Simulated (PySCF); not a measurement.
# C₃H₈BrFSi: electronic excitations

Aim: predict the electronic excitations of C₃H₈BrFSi (`C[Si](C)(F)CBr`).

Programs: PySCF 2.14.0, with density-fitted response routines of our own. Each step states its level of theory. These are calculated values for one molecule in the gas phase, unless marked as measured. Atoms count from 0, in the outputs and in this text.

## 1. The molecule as given

14 atoms, charge 0, multiplicity 1; geometry from: GFN2-xTB.

Bonds of the start (Å): C0–Si1 1.89, Si1–C2 1.89, Si1–F3 1.63, Si1–C4 1.91, C4–Br5 1.95, C0–H6 1.09, C0–H7 1.09, C0–H8 1.09, C2–H9 1.09, C2–H10 1.09, C2–H11 1.09, C4–H12 1.09, C4–H13 1.09.

## 2. Excited states and response: CAM-B3LYP/def2-SVPD

Job settings and geometry (Å):

```
{"job": {"kind": "uv", "xc": "CAM-B3LYP", "basis": "def2-SVPD", "nstates": 8, "ntriplets": 3}, "charge": 0, "multiplicity": 1}
C     -0.471456     1.602316     0.768193
Si    -0.213018     0.144648    -0.409533
C     -1.148969    -1.435604     0.043673
F     -0.690165     0.606417    -1.897594
C      1.649844    -0.212037    -0.654783
Br     2.454677    -0.796063     1.027691
H     -0.135974     1.370758     1.774601
H      0.073313     2.481087     0.432576
H     -1.522066     1.871480     0.823870
H     -0.847074    -1.817093     1.014438
H     -0.974222    -2.220328    -0.688045
H     -2.218951    -1.252811     0.078251
H      2.209244     0.666868    -0.965700
H      1.834138    -1.010112    -1.369805
```

Method: TDDFT CAM-B3LYP/def2-SVPD, vertical, gas phase, core orbitals frozen in the response.

The run is started by

```console
$ OMP_NUM_THREADS=1 python probes_run.py task.json out
```

The driver reads the jobs from task.json and runs them one after another.

What will the session give for the following? lowest singlet (CAM-B3LYP/def2-SVPD); brightest single state of those computed; lowest triplet; surface potential, 1st and 99th percentile. Wanted: lowest singlet; brightest single state of those computed; lowest triplet; surface potential, 1st and 99th percentile.

The runs gave:

| quantity | value |
| --- | --- |
| lowest singlet (CAM-B3LYP/def2-SVPD) | 5.84 eV (212 nm), f = 0.008 |
| brightest single state of those computed | state 4, 7.55 eV, f = 0.038 |
| lowest triplet | 5.20 eV |
| surface potential, 1st and 99th percentile | -1.06 V and 1.07 V |

In words: The lowest singlet, at 5.84 eV, is HOMO→LUMO 0.90 and is weak; of the 8 states computed, the strongest absorption comes from state 4 at 7.55 eV. The lowest triplet lies 0.64 eV below the lowest singlet (triplets in Tamm-Dancoff, singlets in full TDDFT).
